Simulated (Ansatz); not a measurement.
# BeAu3: the cost of one run

Computed with the Python package of Ansatz 0.2.0. Level of theory: DFT LDA, plane waves, PAW.

### 1 The system

The structure is cubic, space group Pm-3m (No. 221). The conventional cell has a = 4.012 Å, b = 4.012 Å, c = 4.012 Å, α = 90.00°, β = 90.00°, γ = 90.00°. Be (site symmetry m-3m) is surrounded by 12 Au at 2.84 Å. Around Au (site symmetry 4/mmm) lie 4 Be at 2.84 Å and 8 Au at 2.84 Å.

No structure file is read: the coordinates are typed or built in the script.

### 2 The script

beau3.py reads:

```python
"""Density of BeAu3 less that of its sublattices."""

import logging
import sys

import ansatz as az
import numpy as np

logging.basicConfig(stream=sys.stdout, format="%(name)s: %(message)s")
log = logging.getLogger("ansatz_job")
log.setLevel(logging.INFO)

vectors0 = np.array([
    [4.011706, 0.0, 0.0],
    [0.0, 4.011706, 0.0],
    [0.0, 0.0, 4.011706],
])
sites = [
    ("Be", (0.0, 0.0, 0.0)),
    ("Au", (0.0, 0.5, 0.5)),
    ("Au", (0.5, 0.0, 0.5)),
    ("Au", (0.5, 0.5, 0.0)),
]


def on_lattice(cell):
    crystal = az.Crystal(lattice=az.Lattice.of(cell))
    for symbol, position in sites:
        crystal = crystal.atom(symbol, position)
    return crystal


def main() -> None:
    # same cell, cutoff and mesh for the crystal and its parts
    def solve(crystal):
        return (
            crystal.calculation()
            .functional("lda")
            .occupations(az.OccupationsMethod.FERMI_DIRAC, width=150 * az.meV)
            .basis(460, grid_basis="typed")
            .kpoints(6, 6, 6)
            .density()
            .run(threads=1)
        )


    whole = solve(on_lattice(vectors0))
    difference = whole.density().channels[0].density_e_per_ang3.copy()
    binding = whole.report["free_energy_ev"]
    for element in ["Be", "Au"]:
        part = az.Crystal(lattice=az.Lattice.of(vectors0))
        for symbol, position in sites:
            if symbol == element:
                part = part.atom(symbol, position)
        alone = solve(part)
        difference -= alone.density().channels[0].density_e_per_ang3
        binding -= alone.report["free_energy_ev"]
        log.info(f"{element} sublattice: {alone.report['n_electrons']:g} electrons, {alone.report['n_iterations']} iterations")

    voxel = abs(np.linalg.det(vectors0)) / difference.size
    log.info(f"energy of the crystal less its unpolarised sublattices: {binding / len(sites):.4f} eV/atom")
    log.info(f"net charge of the difference {difference.sum() * voxel:.5f} e, charge moved {0.5 * np.abs(difference).sum() * voxel:.3f} e")
    log.info(f"extremes {difference.min():.4f} and {difference.max():.4f} e/A^3")
    for (symbol, position) in sites:
        index = tuple(int(round(p * n)) % n for p, n in zip(position, difference.shape))
        log.info(f"  change of the pseudo-density at the grid point nearest {symbol}: {difference[index]:+.4f} e/A^3")


if __name__ == "__main__":
    main()
```

### 3 The input behind the calls

The package turns the script's settings into the engine's input (first run):

```yaml
crystal:
  lattice:
    - [4.011706, 0.0, 0.0]
    - [0.0, 4.011706, 0.0]
    - [0.0, 0.0, 4.011706]
  atoms:
    - { symbol: Be, position: [0.0, 0.0, 0.0] }
    - { symbol: Au, position: [0.0, 0.5, 0.5] }
    - { symbol: Au, position: [0.5, 0.0, 0.5] }
    - { symbol: Au, position: [0.5, 0.5, 0.0] }
basis:
  ecutwfc: 460.0
  fft_grid_basis: typed
kpoints:
  mp_grid:
    grid: [6, 6, 6]
hamiltonian:
  xc: lda
scf:
  occupations:
    method: fermi_dirac
    width: 0.15
output:
  write_density: true
```

### 4 Running it

On the command line:

```sh
python beau3.py
```

Q: Estimate wall time and peak memory on 1 thread of Arm Neoverse V2, shared host.

About 4.5 s, with a peak of 0.39 GiB.
